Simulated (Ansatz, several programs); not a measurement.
In2BiSb, ordered on the zincblende lattice (P-4m2) with 4 atoms a cell, relaxed with PBE in Ansatz (plane waves, PAW): the symmetry is P-4m2 (No. 115, tetragonal); a = 4.779 Å, c = 6.725 Å in the conventional setting, 38.39 Å³ an atom. Sb is surrounded by 4 In at 2.90 Å; In is surrounded by 2 Sb at 2.90 Å and 2 Bi at 2.95 Å; Bi is surrounded by 4 In at 2.95 Å. The cell was then scaled with its shape and fractional coordinates held, which makes it stiffer than a relaxed compression. Spin-unpolarised throughout. Whether this structure exists isn't addressed.

```tsv
V (Å³/atom)	E (meV/atom)
36.087	17.68
37.239	4.56
38.390	0.00
40.694	11.31
```

Q: Pass a cubic E = c₀ + c₁u + c₂u² + c₃u³, with u = V − 38.102 Å³, through these points.

A: c₀ = 0.41, c₁ = -2.237, c₂ = 2.855, c₃ = -0.1427 (meV and Å³).

Q: Where is the minimum, and what bulk modulus follows?

A: dE/du = 0 at u = +0.404, so V₀ = 38.51 Å³. B = V₀ d²E/dV² = 38.51 × (2c₂ + 6c₃u) = 38.51 × 5.365 = 207 meV/Å³, and 1 meV/Å³ is 0.16022 GPa: 33 GPa. A third-order Birch-Murnaghan fit to all five points gives 38.51 Å³ and 33 GPa.

Q: Predict the energy and the pressure at the withheld volume, 39.542 Å³.

A: With u = +1.440: E ≈ 2.68 meV and P = −dE/dV ≈ -0.82 GPa. The run gives 2.63 meV and, from its stress, -0.81 GPa.
